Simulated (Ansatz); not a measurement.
Below is the output of a Python script on the Ansatz DFT code, driven from Python that makes a single point from an input typed as a dict of K2RbMoF6, space group Fm-3m. Write a script that gives it. Level of theory: PBE, PAW, the default cutoff (420 eV here), 4×4×4 k-points, Gaussian smearing of 0.05 eV.

```yaml
crystal:
  lattice:
    - [0.00000, 4.70239, 4.70239]
    - [4.70239, 0.00000, 4.70239]
    - [4.70239, 4.70239, 0.00000]
  atoms:
    - { symbol: K, position: [0.75000, 0.75000, 0.75000] }
    - { symbol: K, position: [0.25000, 0.25000, 0.25000] }
    - { symbol: Rb, position: [0.50000, 0.50000, 0.50000] }
    - { symbol: Mo, position: [0.00000, 0.00000, 0.00000] }
    - { symbol: F, position: [0.77964, 0.22036, 0.22036] }
    - { symbol: F, position: [0.22036, 0.22036, 0.77964] }
    - { symbol: F, position: [0.22036, 0.77964, 0.77964] }
    - { symbol: F, position: [0.22036, 0.77964, 0.22036] }
    - { symbol: F, position: [0.77964, 0.22036, 0.77964] }
    - { symbol: F, position: [0.77964, 0.77964, 0.22036] }
```

Running `python deck_k2rbmof6.py` prints:
```text
DeckWarning: basis.ecutwfc = 420 eV, auto-derived from the records' recommended cutoffs: set by K (normal level)
F = E - TS               -16156.41127 eV
E                        -16156.34358 eV
Harris-Foulkes           -16156.41127 eV
Fermi level                   6.22745 eV
forces (eV/A)
  K    -0.0000   -0.0000   -0.0000
  K    -0.0000   -0.0000   -0.0000
  Rb   -0.0000    0.0000   -0.0000
  Mo   -0.0000    0.0000   -0.0000
  F    -0.2569   -0.0000    0.0000
  F     0.0000   -0.0000   -0.2569
  F     0.2569   -0.0000   -0.0000
  F     0.0000   -0.2569    0.0000
  F     0.0000    0.2569    0.0000
  F    -0.0000   -0.0000    0.2569
pressure by term (GPa)
  kinetic                          1220.895
  hartree                           748.884
  ewald                           -1214.677
  local_pseudopotential            -426.395
  nonlocal_pseudopotential         -148.293
  augmentation                       71.954
  nlcc                              -52.001
  xc                               -201.685
  augmentation_tail                   0.003
  scf_correction                     -0.002
  pulay_correction                    0.349
  total                              -0.966
energy terms (eV)
  e_band                           -803.79424
  e_kinetic                        2377.08809
  e_local                         -7856.48049
  e_nonlocal                        783.97688
  e_hartree                        2916.16061
  e_xc                            -1062.10636
  e_vxc                           -1307.44269
  e_paw                           -8585.03285
  e_vpaw                           -633.26381
  e_augmentation_tail                 0.01244
  e_ewald                         -4729.96189
  e_smearing                         -0.06769
doubts on the final state: none
warnings: none
```
(Warnings from the package without file and line.)

The script that was run (others could print the same):

The script, `deck_k2rbmof6.py`:
```python
import ansatz as az
import numpy as np

settings = {
    "crystal": {
        "lattice": [[0.0, 4.70239, 4.70239], [4.70239, 0.0, 4.70239], [4.70239, 4.70239, 0.0]],
        "atoms": [
            {"symbol": "K", "position": [0.75, 0.75, 0.75]},
            {"symbol": "K", "position": [0.25, 0.25, 0.25]},
            {"symbol": "Rb", "position": [0.5, 0.5, 0.5]},
            {"symbol": "Mo", "position": [0.0, 0.0, 0.0]},
            {"symbol": "F", "position": [0.779642, 0.220358, 0.220358]},
            {"symbol": "F", "position": [0.220358, 0.220358, 0.779642]},
            {"symbol": "F", "position": [0.220358, 0.779642, 0.779642]},
            {"symbol": "F", "position": [0.220358, 0.779642, 0.220358]},
            {"symbol": "F", "position": [0.779642, 0.220358, 0.779642]},
            {"symbol": "F", "position": [0.779642, 0.779642, 0.220358]},
        ],
    },
    "kpoints": {"mp_grid": {"grid": [4, 4, 4]}},
    "hamiltonian": {"xc": "pbe"},
    "scf": {"occupations": {"method": "gaussian", "width": 0.05}},
    "output": {"forces": True, "stress": True, "eigenvalues": True},
}

out = az.Session.from_dict(settings).plan().execute()
rep = out.report

print("%-22s %14.5f eV" % ("F = E - TS", rep["free_energy_ev"]))
print("%-22s %14.5f eV" % ("E", rep["internal_energy_ev"]))
print("%-22s %14.5f eV" % ("Harris-Foulkes", rep["harris_foulkes_ev"]))
print("%-22s %14.5f eV" % ("Fermi level", rep["fermi_energy_ev"]))

print("forces (eV/A)")
for site, force in zip(out.lattice.sites, rep["forces_ev_ang"]):
    print(f"  {site.symbol:2s} {force[0]:9.4f} {force[1]:9.4f} {force[2]:9.4f}")

print("pressure by term (GPa)")
for term, tensor in rep["stress_terms_gpa"].items():
    if np.any(tensor):
        print(f"  {term:28s} {np.trace(np.array(tensor)) / 3:12.3f}")
print(f"  {'total':28s} {np.trace(np.array(rep['stress_gpa'])) / 3:12.3f}")

print("energy terms (eV)")
for term, value in rep["components"].items():
    if abs(value) > 1e-9:
        print(f"  {term:26s} {value:16.5f}")

print("doubts on the final state:", rep["published_state_doubts"] or "none")
print("warnings:", sorted({n["data"]["kind"] for n in out.notices if n["data"].get("severity") in ("warning", "doubt")}) or "none")
```

Caveats:
- Total energies depend on the potentials; only differences at equal settings carry meaning. A total without «per atom» is that of the cell as typed.
- The cell holds an odd number of electrons and is run without spin, so a magnetic state may lie lower.
- The energy terms are those on the plane-wave grid, with the one-centre PAW part apart; e_band, e_vxc and e_vpaw aren't summands of the total.
- The mesh is modest for a metal, so energies can be off by several to tens of meV an atom and pressures by half a GPa or more; differences at equal mesh fare better.
- Only differences from the Fermi energy are physical; the zero of the scale is a convention.
- Pressure is positive in compression.
- The structure comes from a database of computed cells and needn't be a stable or known phase.
- Gaps and levels are Kohn-Sham values on a finite set of k-points, without spin-orbit coupling.
- Run time: 6.8 s on 1 thread of Arm Neoverse V1, on a shared host, peak memory 0.52 GiB.
